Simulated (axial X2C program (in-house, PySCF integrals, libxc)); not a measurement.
# MoS: properties at the nuclei

Wanted for MoS: properties at the nuclei, at the two-component level.

The runs use an in-house X2C program for linear molecules on PySCF integrals; two-component X2C with atomic mean-field terms, Mo dyall-acv3z, S dyall-av3z.

All values are calculated.

### 1 Set-up

task.json

```json
{"zs": [42, 16], "q": 0, "bas": ["dyall-acv3z", "dyall-av3z"], "r0": 2.15, "levels": ["PBE0", "HF", "B3LYP"], "nst": 1, "ff": 1, "thr": -3.5, "nmax": 130, "opt": {"ecut": 60}}
```

Keys: zs atomic numbers; q charge; bas basis sets; r0 starting distance in Å; levels methods (HF also brings MP2); nst determinants followed; ff finite-field run; thr threshold in hartree for freezing inner shells (an s shell follows its p shell); nmax most natural virtual spinors; ecut virtual cutoff in hartree.

The run is started by

```
python soeom.py task.json out
```

Nuclei are Gaussian, cores are contracted, and the Gaunt term is on.

### 2 Expectation values, lowest determinant

R = 2.135 Å. State: Ω = 1 (excess of +ω over −ω: ω = -3/2, ω = 5/2).

Output of the PBE0 run:

```text
two-component X2C + atomic mean field  PBE0
basis functions 225  fitting functions 1049  grid points 5080
iter        total energy     max residual
   1      -4444.020471325     3.79e+00
   2      -4445.627688055     1.80e-02
   3      -4445.622280019     2.47e-02
   4      -4445.639662973     2.63e-03
   5      -4445.639490130     3.66e-03
   6      -4445.639905405     5.71e-04
   7      -4445.639911440     1.58e-04
   8      -4445.639912682     8.89e-05
   9      -4445.639913321     2.27e-05
  10      -4445.639913432     1.26e-05
  11      -4445.639913457     6.66e-06
  12      -4445.639913462     1.00e-06
  13      -4445.639913462     4.48e-07
converged
one-electron -6463.52861373  Coulomb 2003.40453941  exact exchange -36.91030570  xc functional -113.20703845  nuclear repulsion 166.56069590  atomic mean-field constant -1.95919088
```

The highest occupied spinor is 42% S p, 36% Mo d, 14% Mo p.

```
level  Eeff magnitude (GV/cm)  Ws magnitude Mo (kHz)  A∥/gI Mo (MHz)  qzz Mo (a.u.)  A∥/gI S (MHz)  qzz S (a.u.)  μ (D)
 PBE0                   0.167                  0.181            1050           0.31           -214         -0.29  -4.36
   HF                  0.0774                 0.0529             675          -0.47           -361         -1.20  -4.68
B3LYP                   0.432                  0.308            1120           0.33           -198         -0.26  -4.16
```

Eeff is the effective electric field on the electron dipole moment in this Ω state and Ws the scalar–pseudoscalar constant (defined with the proton number Z and per Ω); A∥ is the parallel hyperfine constant, which follows by multiplying with the nuclear g factor gI = μI/(I μN); qzz is the electric field gradient, eQq0 = 234.96 MHz × Q/barn × qzz; μ is positive if S is the positive end. The operators were transformed with the bare-nucleus X2C matrices.

### 3 Finite-field coupled cluster

Output:

```text
two-component X2C + atomic mean field  HF
basis functions 225  fitting functions 1049  grid points 5080
iter        total energy     max residual
   1      -4443.163792122     3.05e-01
   2      -4443.193525618     1.28e-02
   3      -4443.197075442     8.48e-03
   4      -4443.199963670     5.07e-03
   5      -4443.201892615     4.86e-03
   6      -4443.203972067     4.54e-03
   7      -4443.206121464     4.01e-03
   8      -4443.207690750     2.94e-03
   9      -4443.208256581     1.42e-03
  10      -4443.208512973     3.54e-04
  11      -4443.208536286     2.85e-04
  12      -4443.208541168     1.71e-04
  13      -4443.208546846     1.09e-04
  14      -4443.208548554     4.11e-05
  15      -4443.208549013     1.07e-05
  16      -4443.208549063     4.58e-06
  17      -4443.208549068     3.59e-06
  18      -4443.208549071     2.56e-06
  19      -4443.208549073     1.35e-06
converged
one-electron -6463.30996405  Coulomb 2003.32087860  exact exchange -147.82096864  xc functional 0.00000000  nuclear repulsion 166.56069590  atomic mean-field constant -1.95919088
correlated 20  virtual 346  natural virtual 130  E(MP2) -0.591367575  MP2 remainder -0.021855075
iter   CCSD correlation   residual
   1     -0.563397162   1.66e-01
   2     -0.576990270   8.67e-02
   3     -0.583971915   5.13e-02
   4     -0.586757824   3.52e-02
   5     -0.589145457   1.97e-02
   6     -0.589729960   7.67e-03
   7     -0.589867848   3.03e-03
   8     -0.589920867   1.25e-03
   9     -0.589875075   5.86e-04
  10     -0.589881140   2.66e-04
  11     -0.589876783   1.19e-04
  12     -0.589879249   5.39e-05
  13     -0.589878643   2.82e-05
  14     -0.589878511   1.44e-05
  15     -0.589878233   7.64e-06
  16     -0.589878053   4.09e-06
  17     -0.589877973   2.18e-06
  18     -0.589877973   1.21e-06
(T) -0.029793347  T1 0.0706  D1 0.2496  max T2 0.073
```

T1 in the output is the amplitude norm over the root of the electron number; divide by √2 for the Lee–Taylor value.

20 electrons correlated in 130 natural virtual spinors, MP2 remainder added; T1 = 0.050.

```
  level  Eeff magnitude (GV/cm)  Ws magnitude Mo (kHz)  A∥/gI Mo (MHz)  qzz Mo (a.u.)  A∥/gI S (MHz)  μ (D)
     HF                  0.0773                  0.053             675          -0.47           -361  -4.68
    MP2                  0.0633                 0.0504             906           0.54           -265  -4.80
   CCSD                   0.181                  0.187             924           0.22           -240  -4.55
CCSD(T)                   0.374                  0.283             945           0.36           -207  -4.35
```

### 4 Summary of results

| quantity | value |
| --- | --- |
| lowest determinant | Ω = 1 (excess of +ω over −ω: ω = -3/2, ω = 5/2) |
| Eeff magnitude (GV/cm), PBE0 | 0.167 |
| Ws magnitude Mo (kHz), PBE0 | 0.181 |
| A∥/gI Mo (MHz), PBE0 | 1050 |
| qzz Mo (a.u.), PBE0 | 0.31 |
| Eeff magnitude (GV/cm), CCSD(T) | 0.374 |
| Ws magnitude Mo (kHz), CCSD(T) | 0.283 |
| A∥/gI Mo (MHz), CCSD(T) | 945 |
| qzz Mo (a.u.), CCSD(T) | 0.36 |

**Reading.** In the first state, the effective field runs from 0.0774 to 0.432 GV/cm over the mean-field levels, so the levels don't agree on it. The expectation values come from single determinants, which for open shells can mix terms of unlike spin or miss the lowest Ω, so a determinant need not be a state. Eeff is the effective electric field on the electron dipole moment in this Ω state and Ws the scalar–pseudoscalar constant (defined with the proton number Z and per Ω); A∥ is the parallel hyperfine constant, which follows by multiplying with the nuclear g factor gI = μI/(I μN); qzz is the electric field gradient, eQq0 = 234.96 MHz × Q/barn × qzz; μ is positive if S is the positive end. The operators were transformed with the bare-nucleus X2C matrices. Correlation of the inner shells is missing, which matters for properties at the nucleus.
